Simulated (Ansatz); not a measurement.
## RhN in Ansatz: the effect of target pressure

RhN:

```
CELL_PARAMETERS angstrom
2.66640 0.00000 0.00000
0.00000 2.66640 0.00000
0.00000 0.00000 2.66640
ATOMIC_POSITIONS crystal
Rh 0.00000 0.00000 0.00000
N 0.50000 0.50000 0.50000
```

The cell comes from a database or a generator and needn't be the stable form of this composition.

Alike in all runs:

| Item | Value |
| --- | --- |
| Program | Ansatz 0.2.0 |
| Task | relaxation of cell and atoms |
| Functional | PBE |
| Potentials or basis | Ansatz PAW |
| Cutoff | 420 eV (not typed: the program's choice for these potentials) |
| k mesh | 10 × 10 × 10 |
| Occupations | fermi-dirac, width 0.05 eV |
| Spin | no spin polarisation |

Each run relaxes the cell or the atoms first.

| target pressure | target pressure | relaxed volume (Å³/atom) |
| --- | --- | --- |
| 0 GPa | - | 9.95 |
| 2 GPa | 2 GPa | 9.87 |
| 5 GPa | 5 GPa | 9.77 |
| 10 GPa | 10 GPa | 9.61 |
| 20 GPa | 20 GPa | ? |
| 30 GPa | 30 GPa | 9.09 |

Problem. What does the run with target pressure 20 GPa give?

Solution. Relaxed volume 9.33 Å³/atom.

Worked out: In Murnaghan's law V^(-B') rises as a straight line in P. The other rows fit best with B' = 4.7, V0 = 9.95 Å³/atom and B0 = 268 GPa, which gives 9.33 Å³/atom at 20 GPa, against the run's 9.33.

Caveats: the plane-wave basis is chosen anew once the cell has moved, so the energies of steps on either side of that aren't comparable.
